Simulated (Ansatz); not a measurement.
# C2H3AlO (SMILES O[C]1=[CH][AlH]1): single points off equilibrium

An exercise on one series of results from a longer session: the logs are not shown, and one member is left open.

Program: Ansatz 0.2.0, Gaussian basis. Level of theory: single points in def2-TZVPP. These are calculated values, not measurements.

Correlated methods freeze the cores.

**Where the work starts**

SMILES `O[C]1=[CH][AlH]1`, 7 atoms, charge 0, spin multiplicity 1.

Atoms are counted from 1 here; the program's logs count them from 0.

Bond lengths: O1–C2 1.338 Å, O1–H5 0.980 Å, C2–C3 1.383 Å, C2–Al4 1.913 Å, C3–Al4 1.872 Å, C3–H6 1.110 Å, Al4–H7 1.596 Å. Angles: C2–O1–H5 110.7°, O1–C2–C3 128.5°, O1–C2–Al4 164.4°, C3–C2–Al4 67.0°, C2–C3–Al4 70.2°, C2–C3–H6 123.5°, Al4–C3–H6 166.3°, C2–Al4–C3 42.8°, C2–Al4–H7 159.2°, C3–Al4–H7 157.2°.

Coordinates:

```xyz
7
C2H3AlO
O    -1.7624    0.2386   -0.4327
C    -0.4317    0.1585   -0.3187
C     0.3122   -0.3905    0.7095
Al    1.4543    0.3385   -0.5825
H    -2.2017   -0.2564    0.2903
H    -0.1377   -0.9119    1.5802
H     2.8312    0.8441   -1.2118
```

The first run:

Contents of run/in.yaml:

```yaml
crystal:
  periodic: [false, false, false]
  atoms:
    - {symbol: O, position_ang: [-1.762427, 0.238551, -0.432693]}
    - {symbol: C, position_ang: [-0.431734, 0.158527, -0.318664]}
    - {symbol: C, position_ang: [0.312181, -0.390517, 0.709517]}
    - {symbol: Al, position_ang: [1.454341, 0.338478, -0.582466]}
    - {symbol: H, position_ang: [-2.201717, -0.256353, 0.290304]}
    - {symbol: H, position_ang: [-0.137664, -0.911935, 1.580191]}
    - {symbol: H, position_ang: [2.831196, 0.844141, -1.211758]}
basis:
  gaussian: {orbitals: def2-TZVPP}
hamiltonian: {xc: pbe, dispersion: d4}
output: {forces: true}
```

Command:

```
> ansatz run in.yaml --threads 2 --pin off --events-out ev --progress --plain --max-ram 3481MiB
```

Steps of the session up to this table: PBE-D4/def2-TZVPP; r2SCAN-D4/def2-TZVPP; PBE0-D4/def2-TZVPP; wB97M-V/def2-TZVPP; CCSD(T)/def2-TZVPP.

One of the session's tables, all rows but one given; the rest of the session is left out.

| method | RMS force component (eV/Å) | angle to CCSD(T) forces (°) | dipole (D) |
| --- | --- | --- | --- |
| PBE-D4 | 0.275 | 36.2 | 0.79 |
| r2SCAN-D4 | 0.348 | 28.9 | 0.84 |
| PBE0-D4 | ? | ? | ? |
| wB97M-V | 0.428 | 29.8 | 0.97 |
| CCSD(T) | 0.387 | reference | 0.97 |

Q: Estimate the row for PBE0-D4 from the others.

**Answer.** RMS force component (eV/Å): 0.375; angle to CCSD(T) forces (°): 39.4; dipole (D): 0.91. In the column «RMS force component (eV/Å)» it lies between r2SCAN-D4 (0.348) and CCSD(T) (0.387).
